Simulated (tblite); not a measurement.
# C7H14F2Si: the cost of one run

The runs use tblite 0.8.0 and PySCF 2.14.0, with density-fitted response routines of our own; the level of theory stands in each step. All values are computed, except where a source is named. Atoms are numbered from 0 throughout.

### Step 1. The starting structure

24 atoms, charge 0, multiplicity 1; geometry from: force field or distance geometry start.

Bonds of the start (Å): C0–C1 1.49, C1–C2 1.57, C1–C3 1.49, C1–C4 1.45, C4–F5 1.38, C4–C6 1.33, C6–Si7 1.88, C6–C8 1.46, C8–F9 1.41, C0–H10 1.08, C0–H11 1.13, C0–H12 1.13, C2–H13 1.10, C2–H14 1.10, C2–H15 1.10, C3–H16 1.14, C3–H17 1.11, C3–H18 1.09, Si7–H19 1.46, Si7–H20 1.47, Si7–H21 1.46, C8–H22 1.11, C8–H23 1.12.

### Step 2. Optimising the geometry with GFN2-xTB

The job: settings as JSON, then the geometry in Å.

```
{"job": {"kind": "relax", "xc": "GFN2-xTB", "basis": "xTB"}, "charge": 0, "multiplicity": 1}
C     -1.712900    -1.400100     0.111500
C     -1.014000    -0.085200     0.243500
C     -1.644500     0.451400     1.582100
C     -1.522200     0.876200    -0.782100
C      0.400000    -0.108800     0.572800
F      0.748000    -0.386300     1.878200
C      1.425900     0.077300    -0.254800
Si     3.160900     0.002300     0.466400
C      1.343100     0.291100    -1.697800
F      2.092000    -0.771000    -2.255800
H     -1.146100    -2.301300     0.309800
H     -2.033500    -1.471900    -0.966400
H     -2.674700    -1.451200     0.698600
H     -2.652200     0.833200     1.346200
H     -1.703600    -0.436800     2.228100
H     -0.956500     1.222900     1.952900
H     -2.441000     1.370000    -0.314300
H     -1.904500     0.349800    -1.684500
H     -0.868800     1.724500    -0.997400
H      3.671500     1.342800     0.737400
H      4.017700    -0.562600    -0.579100
H      3.212000    -0.851400     1.645100
H      1.845500     1.209100    -2.068300
H      0.346300     0.095800    -2.164700
```

Command:

```sh
OMP_NUM_THREADS=1 python probes_run.py task.json out
```

The driver reads the jobs from task.json and runs them one after another.

**Question.** How long does this first job take on 1 thread of Arm Neoverse V1, shared host, and how much memory does it need?

About 1.9 s, with a peak of 0.18 GiB.
